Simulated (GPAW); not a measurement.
# AlN (P6_3mc) in GPAW: a series of runs

One crystal, AlN, is run at these levels: LDA, GLLB-SC, TB-mBJ; tasks: band structure, single point.

Program: GPAW 26.7.0. These are calculated values, not measurements. Logs are shortened: lines on timing, memory, paths and dates and some standing lists are left out, and cuts for length are marked. The log counts tension as positive stress, the text compression.

**Measured values to compare with.**

From “Structural and optical properties of self-assembled AlN nanowires grown on SiO2/Si substrates by molecular beam epitaxy”, 2024, arxiv:2402.00216, for a bulk crystal of AlN at 0 K: band gap 6.0343 eV (an exciton energy, a little under the gap).

How close the calculation comes is told below.

## (1) The structure

Symmetry: P6_3mc, No. 186, hexagonal system. Conventional cell: a = 3.113 Å, b = 3.113 Å, c = 4.981 Å, α = 90.00°, β = 90.00°, γ = 120.00°. Al (site symmetry 3m) has 4 N at 1.89 to 1.90 Å as nearest neighbours. Around N (site symmetry 3m) lie 4 Al at 1.89 to 1.90 Å.

## (2) Band structure, LDA

run.py reads:

```python
from ase import Atoms
from ase.dft.bandgap import bandgap
from ase.io import write
from ase.units import GPa
from gpaw import GPAW, PW

atoms = Atoms(['Al', 'Al', 'N', 'N'],
              cell=[[3.1129999991, 0.0, 0.0],
                    [-1.5564999996, 2.6959370812, 0.0],
                    [0.0, 0.0, 4.981]],
              scaled_positions=[[0.33333333, 0.66666667, 0.9990162],
                                [0.6666666633, 0.3333333367, 0.4990162],
                                [0.33333333, 0.66666667, 0.3809838],
                                [0.6666666633, 0.3333333367, 0.8809838]],
              pbc=True)

calc = GPAW(mode=PW(800),
            xc='LDA',
            kpts={'size': (7, 7, 4), 'gamma': True},
            occupations={'name': 'fermi-dirac', 'width': 0.05},
            nbands=18,
            convergence={'density': 1e-05, 'energy': 1e-05},
            maxiter=150,
            txt='gpaw.txt')
atoms.calc = calc
energy = atoms.get_potential_energy()
forces = atoms.get_forces()
stress = atoms.get_stress()
calc.write('gs.gpw')
write('result.traj', atoms)
print(f'Energy: {energy:.6f} eV')
print('Forces (eV/A):')
print(forces.round(4))
print('Stress (GPa):', (stress / GPa).round(3))
print('Fermi level:', round(calc.get_fermi_level(), 4), 'eV')
print(f'Gap: {bandgap(calc)[0]:.4f} eV, direct: {bandgap(calc, direct=True)[0]:.4f} eV')

path = atoms.cell.bandpath('GMKGALHA,LM,KH', npoints=100, eps=1e-4)
bs_calc = calc.fixed_density(kpts=path, symmetry='off', nbands=29,
                             convergence={'bands': 'CBM+6.0', 'eigenstates': 1e-6}, txt='bands.txt')
bs = bs_calc.band_structure()
bs.write('bs.json')
print(f'Gap on the path: {bandgap(bs_calc)[0]:.4f} eV')
```

Potentials or basis: the program's PAW data sets (release 1.2.1) made for this functional, pw.

The run is started by

```console
$ OMP_NUM_THREADS=1 python run.py
```

gpaw.txt:

```text
__  _  _
 | _ |_)|_||  |
 |__||  | ||/\| - 26.7.0

Input parameters:
  mode=PW(ecut=800.0),
  convergence={'density': 1e-05, 'energy': 1e-05},
  kpts=MonkhorstPack(size=(7, 7, 4), gamma=True),
  maxiter=150,
  nbands=18,
  occupations=Occupations(name='fermi-dirac', width=0.05),
  xc=XC(name='LDA')

Diagonalizing LCAO Hamiltonian
Converting LCAO to pw mode

        Al
           N

           Al
        N

Atoms  # Å, Bohr magnetons
|   | symbol |         x |        y |        z |    initial magnetic moments |
|---|--------|-----------|----------|----------|-----------------------------|
| 0 |     Al | -0.000000 | 1.797291 | 4.976100 | ( 0.0000,  0.0000,  0.0000) |
| 1 |     Al |  1.556500 | 0.898646 | 2.485600 | ( 0.0000,  0.0000,  0.0000) |
| 2 |      N | -0.000000 | 1.797291 | 1.897680 | ( 0.0000,  0.0000,  0.0000) |
| 3 |      N |  1.556500 | 0.898646 | 4.388180 | ( 0.0000,  0.0000,  0.0000) |

Unit cell  # Å
| periodic |         x |        y |        z |  lengths |     angles |
|----------|-----------|----------|----------|----------|------------|
|      yes |  3.113000 | 0.000000 | 0.000000 | 3.113000 |  90.000000 |
|      yes | -1.556500 | 2.695937 | 0.000000 | 3.113000 |  90.000000 |
|      yes |  0.000000 | 0.000000 | 4.981000 | 4.981000 | 120.000000 |

Number of symmetries: 6
Symmetry operations  # r_c * U_cc + t_c -> r_c
|   | kind |            matrix            |
|---|------|------------------------------|
| 0 |  σ   |  1, 1, 0,  0,-1, 0,  0, 0, 1 |
| 1 |  E   |  1, 0, 0,  0, 1, 0,  0, 0, 1 |
| 2 |  C3  |  0, 1, 0, -1,-1, 0,  0, 0, 1 |
| 3 |  σ   |  0,-1, 0, -1, 0, 0,  0, 0, 1 |
| 4 |  σ   | -1, 0, 0,  1, 1, 0,  0, 0, 1 |
| 5 |  C3  | -1,-1, 0,  1, 0, 0,  0, 0, 1 |

BZ-sampling:
  Number of BZ points: 196
  Number of IBZ points: 28

  Monkhorst-Pack size: [7, 7, 4]
  Monkhorst-Pack shift: [0.0, 0.0, 0.125]

K-points  # in reciprocal-cell coordinates
|     |                                coordinates |     weight |
|-----|--------------------------------------------|------------|
|   0 | (  0.00000000,   0.00000000,   0.00000000) | 0.00510204 |
|   1 | (  0.00000000,   0.00000000,   0.25000000) | 0.01020408 |
|   2 | (  0.00000000,   0.00000000,   0.50000000) | 0.00510204 |
|   3 | (  0.14285714,   0.00000000,  -0.25000000) | 0.03061224 |
|   4 | (  0.14285714,   0.00000000,   0.00000000) | 0.03061224 |
|   5 | (  0.14285714,   0.00000000,   0.25000000) | 0.03061224 |
|   6 | (  0.14285714,   0.00000000,   0.50000000) | 0.03061224 |
|   7 | (  0.28571429,  -0.14285714,   0.00000000) | 0.03061224 |
|   8 | (  0.28571429,  -0.14285714,   0.25000000) | 0.06122449 |
|   9 | (  0.28571429,  -0.14285714,   0.50000000) | 0.03061224 |
| ... |                                            |            |
|  27 | (  0.42857143,   0.42857143,   0.50000000) | 0.03061224 |

Plane wave coefficients: 2177
Cutoff: 800.0 eV

Spin-components: 1 (collinear spins)
Bands:           18
Projectors:      20
Spin-degeneracy: 2
Datatype:        complex128

Parallelization:
  kpt:    1
  domain: 1
  band:   1

Density:
  Valence electrons: 16.0
  Components: 1
  Grid points: [21 21 35]
  Charge: 0.0  # |e|

Potential:
  Grid points: [21 21 35]

species:
  Al:
    name:    Aluminium
    Z:       13.0
    valence: 3
    core:    10
    charge:  0.0  # [|e|]
    compensation charges:
      type: gauss
      rc: 0.34  # [Å]
      lmax: 2
    cutoffs:
      filter: 1.91  # [Å]
      core: 2.36  # [Å]
    projectors
    | kind |    occ | energy [eV] | rcut [Å] |
    |------|--------|-------------|----------|
    |   3s |  2.000 |      -7.830 |    1.085 |
    |   3p |  1.000 |      -2.783 |    1.085 |
    |    s |        |      19.382 |    1.085 |
    |    p |        |      24.428 |    1.085 |
    |    d |        |       0.000 |    1.085 |

    Using partial waves for Al as LCAO basis

  N:
    name:    Nitrogen
    Z:       7.0
    valence: 5
    core:    2
    charge:  0.0  # [|e|]
    compensation charges:
      type: gauss
      rc: 0.18  # [Å]
      lmax: 2
    cutoffs:
      filter: 1.11  # [Å]
      core: 0.96  # [Å]
    projectors
    | kind |    occ | energy [eV] | rcut [Å] |
    |------|--------|-------------|----------|
    |   2s |  2.000 |     -18.420 |    0.603 |
    |   2p |  3.000 |      -7.237 |    0.529 |
    |    s |        |       8.791 |    0.603 |
    |    p |        |      19.974 |    0.529 |
    |    d |        |       0.000 |    0.577 |

    Using partial waves for N as LCAO basis

Reference energy: -16098.591502  # eV

eigensolver:
  PPCG
  Converge bands: occupied
  niter=2

density mixing:
  MSR1-Mixer
  Pratt-step length: 0.05
  Maximum mixing coefficient: 0.75
  Old densities: 10
  SVD Regularization: 0.005
  Good broyden scale: 1.0
  Trust region scale: 1.0
  Backstep threshold: 4.0
  History deletion threshold: 6.0
  Fourier metric: weight=20.0, sigma=0.015

occupation numbers:
  Fermi-Dirac:
    width: 0.0500  # eV

poisson solver:
  ecut: 6400.0  # eV

xc functional:
  name: None

convergence criteria:
[... 6 lines left out ...]
|iter     | |      energy | eigst |  dens |
|---------|-|-------------|-------|-------|
|iter:   1| |  -37.112268 | -0.24 |       |
|iter:   2| |  -36.038469 | -2.02 | -0.55 |
|iter:   3| |  -32.885197 | -0.78 | -0.60 |
|iter:   4| |  -32.864405 | -2.93 | -1.24 |
|iter:   5| |  -32.861261 | -3.54 | -1.55 |
|iter:   6| |  -32.861308 | -5.91 | -2.74 |
|iter:   7| |  -32.861316c| -6.56 | -3.15 |
|iter:   8| |  -32.861316c| -8.18c| -4.37 |
|iter:   9| |  -32.861316c| -7.85c| -4.77 |
|iter:  10| |  -32.861316c| -8.75c| -5.12c|

Converged in 10 steps
Energy contributions relative to reference atoms: (reference = -16098.591502)

Energy contributions:
  Kinetic:          34.707235
  Coulomb:         -30.214859
  Zero:              0.156845
  External:          0.000000
  Xc:              -37.510537
  Entropy:          -0.000000
  Spinorbit:         0.000000
  ----------------------------
  Free energy:     -32.861316
  Extrapolated:    -32.861316

dipole moment: (-0.000001, -0.000001, 10.168420)  # |e|*Ang

Fermi level: 6.799
Eigenvalues  # (at kpt = [0.000, 0.000, 0.000])
| band index |      eig [eV] | occ [0-2] |
|------------|---------------|-----------|
|          0 |        -9.165 |     2.000 |
|          1 |        -6.943 |     2.000 |
|          2 |        -0.177 |     2.000 |
|          3 |         4.990 |     2.000 |
|          4 |         4.990 |     2.000 |
|          5 |         5.649 |     2.000 |
[... 8 lines left out ...]
|         14 |        18.797 |     0.000 |
|         15 |        18.797 |     0.000 |
|        ... |               |           |
|         17 |        20.504 |     0.000 |

Gap: 4.248 eV
Transition (v -> c):
  (s=0, k=0, n=7, [0.00, 0.00, 0.00]) -> (s=0, k=0, n=8, [0.00, 0.00, 0.00])
No difference between direct/indirect transitions

Forces  # eV/Ang
|        x |       y |        z |
|----------|---------|----------|
| -0.00000 | 0.00000 |  0.00687 |  # Al   0
|  0.00000 | 0.00000 |  0.00687 |  # Al   1
|  0.00000 | 0.00000 | -0.00682 |  # N    2
| -0.00000 | 0.00000 | -0.00683 |  # N    3

Stress tensor  # eV/Ang^3
|        x |        y |        z |
|----------|----------|----------|
| 0.025567 | 0.000000 | 0.000000 |
| 0.000000 | 0.025567 | 0.000000 |
| 0.000000 | 0.000000 | 0.023309 |

# Writing to gs.gpw (mode='')
```

stdout:

```text
Energy: -32.861316 eV
Forces (eV/A):
[[-0.      0.      0.0069]
 [ 0.      0.      0.0069]
 [ 0.      0.     -0.0068]
 [-0.      0.     -0.0068]]
Stress (GPa): [4.096 4.096 3.735 0.    0.    0.   ]
Fermi level: 6.7991 eV
Gap: 4.2478 eV, direct: 4.2478 eV
Gap on the path: 4.2478 eV
```

bands.txt:

```text
Diagonalizing LCAO Hamiltonian
Converting LCAO to pw mode
convergence criteria:
- Maximum integral of absolute [eigenst]ate change: 1e-06 eV^2 / valence electron
maximum number of iterations: 150

SCF iterations
|iter     | |      energy | eigst |  dens |
|---------|-|-------------|-------|-------|
|iter:   1| |             | +0.63 |       |
[... 104 lines left out ...]
         [0.33333333, 0.33333333, 0.        ],
         [0.33333333, 0.33333333, 0.07142857],
         [0.33333333, 0.33333333, 0.14285714],
         [0.33333333, 0.33333333, 0.21428571],
         [0.33333333, 0.33333333, 0.28571429],
         [0.33333333, 0.33333333, 0.35714286],
         [0.33333333, 0.33333333, 0.42857143],
         [0.33333333, 0.33333333, 0.5       ]])),
  maxiter=150,
  nbands=29,
  occupations=Occupations(name='fermi-dirac', width=0.05),
  symmetry=Symmetry(point_group=False, time_reversal=False),
  xc=XC(name='LDA')
```

Wall time 60 s (1 thread of AMD EPYC 7R43 (Zen 3), shared host); peak memory 0.35 GiB.

What came out:

```
Free energy             : -32.8613 eV
Pressure                : -4.0 GPa
Largest force           : 0.007 eV/Å
Band gap on the k mesh  : 4.25 eV, direct
Band gap along the path : 4.25 eV, direct
```

Forces on the atoms (eV/Å):
```
Al   0.000  0.000  0.007
Al   0.000  0.000  0.007
N    0.000  0.000 -0.007
N    0.000  0.000 -0.007
```

Levels at the corners of the path, in eV from the valence-band top:
| point | band 6 | band 7 | band 8 | band 9 | band 10 | band 11 |
| --- | --- | --- | --- | --- | --- | --- |
| Γ | -0.22 | -0.22 | 0.00 | 4.25 | 6.54 | 10.49 |
| M | -2.12 | -1.81 | -0.71 | 5.66 | 5.69 | 8.10 |
| K | -2.49 | -2.41 | -2.41 | 4.91 | 8.21 | 9.54 |
| Γ | -0.22 | -0.22 | 0.00 | 4.25 | 6.54 | 10.49 |
| A | -0.56 | -0.56 | -0.56 | 6.43 | 6.43 | 10.16 |
| L | -1.49 | -1.38 | -1.38 | 5.20 | 5.20 | 9.08 |
| H | -3.91 | -0.81 | -0.81 | 7.29 | 7.29 | 7.70 |
| A | -0.56 | -0.56 | -0.56 | 6.43 | 6.43 | 10.16 |
| L | -1.49 | -1.38 | -1.38 | 5.20 | 5.20 | 9.08 |
| M | -2.12 | -1.81 | -0.71 | 5.66 | 5.69 | 8.10 |
| K | -2.49 | -2.41 | -2.41 | 4.91 | 8.21 | 9.54 |
| H | -3.91 | -0.81 | -0.81 | 7.29 | 7.29 | 7.70 |

(Part 1 of 2 ends here.)
